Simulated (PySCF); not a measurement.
# One shape, several levels: RbCl (SMILES [Cl][Rb])

Aim: a comparison of 3 runs (BCCD(T)/STO-3G, QCISD(T)/STO-3G, CCSD(T)/STO-3G) of RbCl. 

The calculation is run with PySCF 2.14.0.

8 further runs of the same task are left out: 8 set aside as unsound or not needed.

## Step 1: The system as given

RbCl: 2 atoms, total charge 0, spin state singlet. As SMILES, `[Cl][Rb]`. The Cl1–Rb2 distance was set to 3.413 Å, away from the relaxed value.

Bond lengths: Cl1–Rb2 3.413 Å.

## Step 2: The energy at BCCD(T)/STO-3G (run 1)

calc.py

```python
from pyscf import gto, cc
from pyscf.cc.bccd import bccd_kernel_

mol = gto.Mole()
mol.atom = [
    ('Cl', (0.000000, 0.000000, -0.633200)),
    ('Rb', (-0.000000, -0.000000, 2.779300)),
]
mol.spin = 0
mol.verbose = 3
mol.max_memory = 1860
mol.basis = 'sto-3g'
mol.charge = 0
mol.build()

mf = mol.RHF()
mf.conv_tol = 1e-10
mf.kernel()
if not mf.converged:
    mf = mf.newton().run(mf.mo_coeff, mf.mo_occ)

mycc = cc.CCSD(mf, frozen=19).run()
mycc = bccd_kernel_(mycc, diis=True)
e_t = mycc.ccsd_t()
etot = mycc.e_tot + e_t
print('E = %.10f Eh' % etot)
```

Command:

```
OMP_NUM_THREADS=1 python calc.py
```

Log:

```text
converged SCF energy = -3362.30717696542
E(CCSD) = -3362.327643097528  E_corr = -0.02046613210816699
BCCD loop starts.

[... 20 lines left out ...]
CCSD converged
[... 21 lines left out ...]
CCSD converged
[... 20 lines left out ...]
CCSD converged
[... 19 lines left out ...]
CCSD converged
[... 3 lines left out ...]
E = -3362.3279055747 Eh
```

It took 1.2 s on 1 thread of Arm Neoverse V1, shared host; peak memory 0.12 GiB.

## Step 3: A single-point energy at QCISD(T)/STO-3G (run 2)

run.py

```python
from pyscf import gto, scf, cc

mol = gto.M(
    atom='''
Cl     0.000000     0.000000    -0.633200
Rb     0.000000     0.000000     2.779300
''',
    max_memory=1860,
    verbose=3,
    basis='sto-3g',
    charge=0,
)

calc0 = scf.RHF(mol)
calc0.conv_tol = 1e-10
calc0.kernel()
if not calc0.converged:
    calc0 = calc0.newton().run(calc0.mo_coeff, calc0.mo_occ)

mycc = cc.QCISD(calc0, frozen=19)
mycc.kernel()
e_t = mycc.qcisd_t()
energy = mycc.e_tot + e_t
print('Final energy', energy)
```

Command:

```
OMP_NUM_THREADS=1 python run.py
```

Log:

```text
converged SCF energy = -3362.30717696542
E(QCISD) = -3362.327686813655  E_corr = -0.02050984823432855
QCISD(T) correction = -0.000239216364349423
Final energy -3362.3279260300187
```

Run time: 0.83 s. Hardware: 1 thread of Arm Neoverse V1, shared host; peak memory 0.1 GiB.

## Step 4: A single-point energy at CCSD(T)/STO-3G (run 3)

start.xyz

```xyz
2

Cl     0.000000     0.000000    -0.633200
Rb     0.000000     0.000000     2.779300
```

input.py

```python
from pyscf import gto, scf, cc

mol = gto.Mole()
mol.atom = 'start.xyz'
mol.basis = 'sto-3g'
mol.spin = 0
mol.charge = 0
mol.max_memory = 1860
mol.verbose = 4
mol.build()

calc0 = scf.RHF(mol)
calc0.conv_tol = 1e-10
calc0.kernel()
if not calc0.converged:
    calc0 = calc0.newton().run(calc0.mo_coeff, calc0.mo_occ)

mycc = cc.CCSD(calc0, frozen=19)
mycc.kernel()
e_t = mycc.ccsd_t()
e_tot = mycc.e_tot + e_t
print(f'total energy: {e_tot:.8f} hartree')
```

Command:

```
OMP_NUM_THREADS=1 python input.py
```

Log:

```text
PySCF version 2.14.0

[... 52 lines left out ...]
converged SCF energy = -3362.30717696542
[... 12 lines left out ...]
Init t2, MP2 energy = -3362.32475910897  E_corr(MP2) -0.0175821435463739
[... 9 lines left out ...]
CCSD converged
[... 2 lines left out ...]
total energy: -3362.32790626 hartree
```

Run time: 0.85 s. Hardware: 1 thread of Arm Neoverse V1, shared host; peak memory 0.1 GiB.

## Step 5: Overview of the runs

| run | level | energy (Eh) | correlation energy (mEh) | (T) correction (mEh) | wall time |
| --- | --- | --- | --- | --- | --- |
| 1 | BCCD(T)/STO-3G | -3362.327906 | -20.7 | -0.30 | 1.2 s |
| 2 | QCISD(T)/STO-3G | -3362.327926 | -20.7 | -0.24 | 0.83 s |
| 3 | CCSD(T)/STO-3G | -3362.327906 | -20.7 | -0.26 | 0.85 s |

## Step 6: What came out

```
                                           quantity           value
                                run 3: total energy  -3362.32791 Eh
        run 3: dipole moment (Hartree–Fock density)         14.82 D
         run 3: HOMO energy (Hartree–Fock orbitals)        -3.56 eV
         run 3: LUMO energy (Hartree–Fock orbitals)         5.92 eV
       run 3: HOMO–LUMO gap (Hartree–Fock orbitals)         9.47 eV
run 3: correlation energy (19 core orbitals frozen)       -20.7 mEh
                              run 3: (T) correction       -0.26 mEh
                               run 3: T1 diagnostic           0.006
```

**Reading.** In runs 1, 2, 3 the basis is minimal, so the values are rough. In runs 1, 2, 3 relativity is left out where basis or elements ask for it. All runs together took 2.9 s, the longest 1.2 s.
